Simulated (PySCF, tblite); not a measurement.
# C3H12GeOSi: dynamics, then NMR shifts on frames, part 2 of 2

tblite 0.8.0 and PySCF 2.14.0. Atoms count from 0.

## Step 5: Shielding tensors: 625 fs, PBE0/pcSseg-1

The job: settings as JSON, then the geometry in Å.

```
{"job": {"kind": "nmr", "xc": "PBE0", "basis": "pcSseg-1", "pop": false}, "charge": 0, "multiplicity": 1}
C      2.262700    -1.890200     1.000300
C      1.201500    -0.920700     1.583100
O      0.762400     0.029900     0.649900
Ge    -0.679600    -0.154000    -0.464200
C      0.148700    -1.230300    -1.950000
Si    -1.041400     2.083100    -0.610000
H      2.591400    -2.593900     1.784700
H      3.082200    -1.272700     0.648300
H      1.867900    -2.432900     0.174100
H      0.301700    -1.397500     2.036000
H      1.840600    -0.445500     2.392700
H     -1.838100    -1.170300    -0.020000
H      0.264500    -2.288100    -1.796700
H      1.164700    -0.844600    -1.799000
H     -0.181700    -0.995400    -2.939700
H     -2.421200     2.532800    -0.434000
H     -0.742800     2.804500    -1.836100
H     -0.214300     2.537000     0.496300
```

With the program's defaults for keys left out, this is: GIAO PBE0/pcSseg-1 NMR shielding, non-relativistic, gas phase.

The program printed:

```text
coarse grid: 64216 points
cycle   1  E = -2562.2118460385  dE = -4.120e-01  |g| = 1.144e+00  |ddm| = 3.672e+00
cycle   2  E = -2561.8717411518  dE =  3.401e-01  |g| = 1.715e+00  |ddm| = 2.080e+00
cycle   3  E = -2562.3492687051  dE = -4.775e-01  |g| = 3.489e-01  |ddm| = 1.695e+00
cycle   4  E = -2562.3710096668  dE = -2.174e-02  |g| = 8.476e-02  |ddm| = 3.014e-01
cycle   5  E = -2562.3721281430  dE = -1.118e-03  |g| = 1.787e-02  |ddm| = 8.144e-02
cycle   6  E = -2562.3722074936  dE = -7.935e-05  |g| = 5.278e-03  |ddm| = 2.273e-02
cycle   7  E = -2562.3722138304  dE = -6.337e-06  |g| = 1.021e-03  |ddm| = 4.401e-03
final grid: 134264 points
cycle   8  E = -2562.3721906507  dE = -4.015e-08  |g| = 1.176e-03  |ddm| = 3.146e-03
cycle   9  E = -2562.3721904463  dE =  2.045e-07  |g| = 1.565e-03  |ddm| = 2.557e-03
cycle  10  E = -2562.3721909681  dE = -5.218e-07  |g| = 2.536e-04  |ddm| = 1.464e-03
cycle  11  E = -2562.3721909807  dE = -1.254e-08  |g| = 3.343e-05  |ddm| = 1.972e-04
cycle  12  E = -2562.3721909808  dE = -1.810e-10  |g| = 3.179e-06  |ddm| = 3.220e-05
converged SCF energy = -2562.3721909808

GIAO shielding tensors (ppm)
atom      isotropic    diamagn.    paramagn.     s11        s22        s33       span
  0 C      161.397     251.238     -89.840    141.057    160.610    182.525     41.468
  1 C      112.680     240.064    -127.384     78.619     94.124    165.296     86.678
  2 O      247.266     406.394    -159.129    206.276    256.191    279.331     73.055
  3 Ge    1314.992    2759.567   -1444.575   1151.069   1225.943   1567.964    416.895
  4 C      178.468     255.528     -77.060    159.327    182.620    193.455     34.128
  5 Si     453.020     881.177    -428.158    424.498    432.020    502.541     78.043
  6 H       30.354      27.779       2.575     26.616     27.058     37.387     10.771
  7 H       30.173      30.743      -0.570     27.388     28.377     34.754      7.366
  8 H       31.017      32.868      -1.851     26.322     32.072     34.658      8.336
  9 H       27.301      30.020      -2.718     21.692     26.139     34.074     12.382
 10 H       26.460      28.771      -2.311     20.498     27.214     31.669     11.171
 11 H       24.909      29.254      -4.345     19.638     20.658     34.432     14.794
 12 H       30.911      32.100      -1.190     26.810     28.690     37.232     10.422
 13 H       31.013      33.709      -2.696     26.726     30.172     36.142      9.416
 14 H       31.498      31.144       0.354     25.993     28.432     40.068     14.075
 15 H       28.108      28.719      -0.611     24.437     25.556     34.332      9.894
 16 H       28.132      28.978      -0.846     24.401     25.970     34.024      9.623
 17 H       27.932      29.221      -1.289     22.987     27.612     33.197     10.209
```

Run time: 79 s. Hardware: 1 thread of Intel Xeon at 2.50GHz, shared host; peak memory 0.97 GiB.

Key values: δ C1 74.2, C0 25.5, C4 8.5, O2 88.8, H11 6.81, H10 5.26 ppm.

## Step 6: NMR shieldings: 800 fs, PBE0/pcSseg-1

The job: settings as JSON, then the geometry in Å.

```
{"job": {"kind": "nmr", "xc": "PBE0", "basis": "pcSseg-1", "pop": false}, "charge": 0, "multiplicity": 1}
C      1.752300    -1.955600     0.628200
C      1.382300    -0.685200     1.395700
O      0.685400     0.234400     0.541900
Ge    -0.851700    -0.287500    -0.552100
C     -0.085600    -1.562800    -1.996100
Si    -0.928600     2.065300    -0.662900
H      2.494300    -2.420500     1.242800
H      2.338000    -1.808900    -0.248300
H      0.822700    -2.429000     0.353800
H      0.800900    -0.996300     2.241100
H      2.239100    -0.129500     1.786400
H     -1.728300    -1.357200     0.382200
H      0.840300    -2.067100    -1.748600
H      0.078200    -1.114300    -2.877700
H     -0.771100    -2.342600    -2.220500
H     -1.074900     2.547100     0.760600
H     -1.958400     2.782900    -1.490600
H      0.284400     2.363100    -1.445000
```

With the program's defaults for keys left out, this is: GIAO PBE0/pcSseg-1 NMR shielding, non-relativistic, gas phase.

The program printed:

```text
coarse grid: 64216 points
cycle   1  E = -2562.1648330455  dE = -4.772e-01  |g| = 1.178e+00  |ddm| = 3.655e+00
cycle   2  E = -2561.5495780824  dE =  6.153e-01  |g| = 2.050e+00  |ddm| = 2.631e+00
cycle   3  E = -2562.3107783391  dE = -7.612e-01  |g| = 4.423e-01  |ddm| = 2.279e+00
cycle   4  E = -2562.3467808878  dE = -3.600e-02  |g| = 1.065e-01  |ddm| = 4.107e-01
cycle   5  E = -2562.3485816152  dE = -1.801e-03  |g| = 2.711e-02  |ddm| = 1.084e-01
cycle   6  E = -2562.3487725812  dE = -1.910e-04  |g| = 7.608e-03  |ddm| = 3.251e-02
cycle   7  E = -2562.3487851732  dE = -1.259e-05  |g| = 1.487e-03  |ddm| = 5.821e-03
cycle   8  E = -2562.3487857664  dE = -5.932e-07  |g| = 2.485e-04  |ddm| = 2.236e-03
final grid: 134264 points
cycle   9  E = -2562.3487641716  dE = -5.508e-08  |g| = 2.108e-04  |ddm| = 1.550e-03
cycle  10  E = -2562.3487641690  dE =  2.581e-09  |g| = 2.621e-04  |ddm| = 5.300e-04
cycle  11  E = -2562.3487641839  dE = -1.490e-08  |g| = 6.032e-05  |ddm| = 2.491e-04
cycle  12  E = -2562.3487641846  dE = -6.298e-10  |g| = 1.579e-05  |ddm| = 6.816e-05
converged SCF energy = -2562.3487641846

GIAO shielding tensors (ppm)
atom      isotropic    diamagn.    paramagn.     s11        s22        s33       span
  0 C      163.802     250.918     -87.116    150.287    163.676    177.443     27.156
  1 C      113.590     241.652    -128.063     80.239     93.071    167.459     87.220
  2 O      234.173     403.537    -169.365    200.500    239.127    262.891     62.391
  3 Ge    1303.763    2760.282   -1456.518   1163.529   1297.557   1450.204    286.676
  4 C      178.366     249.108     -70.742    151.431    179.541    204.125     52.694
  5 Si     438.931     878.964    -440.033    408.140    425.075    483.578     75.437
  6 H       30.747      28.484       2.263     26.472     27.813     37.956     11.485
  7 H       31.064      33.516      -2.452     27.076     31.323     34.793      7.717
  8 H       30.043      32.616      -2.573     26.522     31.052     32.555      6.033
  9 H       28.183      31.663      -3.480     23.201     27.816     33.532     10.331
 10 H       27.395      30.226      -2.830     21.947     26.272     33.966     12.019
 11 H       24.334      28.731      -4.397     19.782     20.398     32.821     13.039
 12 H       30.552      32.753      -2.201     24.348     30.356     36.953     12.605
 13 H       33.122      33.241      -0.118     27.914     30.419     41.035     13.121
 14 H       31.804      30.334       1.470     27.239     28.504     39.667     12.428
 15 H       26.804      27.812      -1.008     22.559     25.665     32.186      9.627
 16 H       27.443      27.312       0.131     23.937     24.723     33.670      9.734
 17 H       27.189      28.954      -1.766     23.309     26.354     31.904      8.595
```

Run time: 87 s. Hardware: 1 thread of Intel Xeon at 2.50GHz, shared host; peak memory 0.97 GiB.

Key values: δ C1 73.3, C0 23.1, C4 8.6, O2 101.9, H11 7.38, H15 4.91 ppm.

## Step 7: NMR shieldings: 1000 fs, PBE0/pcSseg-1

The job: settings as JSON, then the geometry in Å.

```
{"job": {"kind": "nmr", "xc": "PBE0", "basis": "pcSseg-1", "pop": false}, "charge": 0, "multiplicity": 1}
C      1.551100    -2.486700     0.755800
C      1.412100    -0.998000     1.172800
O      1.142500    -0.160500     0.066900
Ge    -0.601400     0.120400    -0.460800
C     -0.705700    -1.027100    -2.068500
Si    -0.865200     2.425000    -0.961200
H      1.954300    -3.082800     1.596800
H      2.215800    -2.621700    -0.086100
H      0.561800    -2.925600     0.408500
H      0.673400    -0.878900     1.993900
H      2.435100    -0.654400     1.483100
H     -1.453500    -0.354300     0.765500
H      0.009400    -0.669800    -2.784900
H     -1.715000    -0.753700    -2.422800
H     -0.766400    -2.075900    -1.991500
H     -1.577800     3.226700     0.078200
H     -1.827900     2.349200    -2.076700
H      0.358000     3.182400    -1.146200
```

Level: GIAO PBE0/pcSseg-1 NMR shielding, non-relativistic, gas phase.

The program printed:

```text
coarse grid: 64216 points
cycle   1  E = -2562.2215319724  dE = -5.146e-01  |g| = 1.150e+00  |ddm| = 3.657e+00
cycle   2  E = -2561.8549378920  dE =  3.666e-01  |g| = 1.753e+00  |ddm| = 2.206e+00
cycle   3  E = -2562.3647192468  dE = -5.098e-01  |g| = 3.364e-01  |ddm| = 1.814e+00
cycle   4  E = -2562.3844903034  dE = -1.977e-02  |g| = 8.566e-02  |ddm| = 2.847e-01
cycle   5  E = -2562.3855541143  dE = -1.064e-03  |g| = 1.693e-02  |ddm| = 7.689e-02
cycle   6  E = -2562.3856256380  dE = -7.152e-05  |g| = 4.826e-03  |ddm| = 2.151e-02
cycle   7  E = -2562.3856307294  dE = -5.091e-06  |g| = 9.925e-04  |ddm| = 4.058e-03
final grid: 134264 points
cycle   8  E = -2562.3856358768  dE = -1.580e-08  |g| = 1.133e-03  |ddm| = 2.745e-03
cycle   9  E = -2562.3856357229  dE =  1.539e-07  |g| = 1.460e-03  |ddm| = 2.394e-03
cycle  10  E = -2562.3856361630  dE = -4.400e-07  |g| = 2.082e-04  |ddm| = 1.329e-03
cycle  11  E = -2562.3856361715  dE = -8.558e-09  |g| = 3.067e-05  |ddm| = 1.661e-04
cycle  12  E = -2562.3856361717  dE = -1.546e-10  |g| = 2.977e-06  |ddm| = 3.181e-05
converged SCF energy = -2562.3856361717

GIAO shielding tensors (ppm)
atom      isotropic    diamagn.    paramagn.     s11        s22        s33       span
  0 C      160.463     248.398     -87.935    141.951    156.585    182.853     40.901
  1 C      110.669     241.436    -130.767     81.644     88.666    161.698     80.054
  2 O      281.894     405.550    -123.656    244.652    282.561    318.469     73.817
  3 Ge    1277.531    2760.608   -1483.077   1145.190   1192.243   1495.160    349.970
  4 C      183.114     252.098     -68.984    170.656    186.058    192.629     21.973
  5 Si     458.695     880.057    -421.361    412.510    462.048    501.528     89.018
  6 H       30.290      27.274       3.016     26.380     27.043     37.446     11.066
  7 H       30.375      30.549      -0.174     27.268     28.843     35.015      7.746
  8 H       29.335      30.691      -1.356     25.475     29.845     32.686      7.210
  9 H       27.522      30.807      -3.285     22.311     27.456     32.800     10.489
 10 H       26.488      29.104      -2.616     20.638     26.123     32.702     12.064
 11 H       25.765      31.236      -5.471     20.400     22.176     34.719     14.319
 12 H       31.054      31.479      -0.426     26.726     28.629     37.806     11.080
 13 H       31.601      30.021       1.580     26.100     29.077     39.625     13.525
 14 H       31.434      32.240      -0.806     26.451     28.917     38.936     12.485
 15 H       27.804      28.151      -0.347     24.248     25.466     33.699      9.451
 16 H       28.105      28.184      -0.079     23.782     26.677     33.856     10.074
 17 H       28.043      28.591      -0.548     24.160     26.079     33.890      9.730
```

It took 80 s on 1 thread of Intel Xeon at 2.50GHz, shared host; peak memory 0.97 GiB.

This run: δ C1 76.3, C0 26.5, C4 3.8, O2 54.2, H11 5.95, H10 5.23 ppm.

## Step 8: Run by run: NMR shifts

Shifts (ppm) of some atoms, chosen among heavy atoms and hydrogens apart, with basis size and wall time:

```tsv
frame	C0	C4	H9	H13	O2	Ge3	Si5	functions	time
250 fs	24.2	7.0	3.08	1.13	43.0	42	-99.7	193	83 s
425 fs	19.2	10.3	5.15	1.97	53.0	-3	-97.1	193	79 s
625 fs	25.5	8.5	4.42	0.70	88.8	16	-103.9	193	79 s
800 fs	23.1	8.6	3.53	-1.41	101.9	27	-89.8	193	87 s
1000 fs	26.5	3.8	4.19	0.12	54.2	53	-109.5	193	80 s
```

## Step 9: Summary of results

What follows sums up all 2 parts.

| quantity | value |
| --- | --- |
| thermostat | 400 K |
| mean temperature, second half | 375 K |
| mean potential energy above the minimum | 0.73 eV |
| ¹³C shifts against TMS (PBE0/pcSseg-1, 250 fs) | 71.1, 24.2, 7.0 ppm |
| ¹H shifts against TMS (PBE0/pcSseg-1, 250 fs) | 6.74, 4.22, 4.06, 3.96, 3.40, 3.08, 2.10, 1.95, 1.58, 1.13, 0.62, 0.54 ppm |
| ¹⁷O shifts against H2O (PBE0/pcSseg-1, 250 fs) | 43.0 ppm |
| ⁷³Ge shifts against GeMe4 (PBE0/pcSseg-1, 250 fs) | 42 ppm |
| ²⁹Si shifts against TMS (PBE0/pcSseg-1, 250 fs) | -99.7 ppm |
| range of the shift of O2 | 43.0 to 101.9 ppm |

In the second half the potential energy averages 0.73 eV above the minimum; equipartition over 48 harmonic modes at 400 K would give 0.83 eV. With 18 atoms the temperature swings widely (237 to 587 K). Shifts at one fixed geometry are not the observed spectrum, which averages over the motion. In the first frame run (250 fs): The largest span, 285 ppm, is at Ge3, where the paramagnetic term is -1471 ppm. Across the 5 runs the shift of O2 moves most, between 43.0 (250 fs) and 101.9 ppm (800 fs). Spin-orbit coupling is left out, which matters for shieldings and couplings at and beside the heavy atoms.
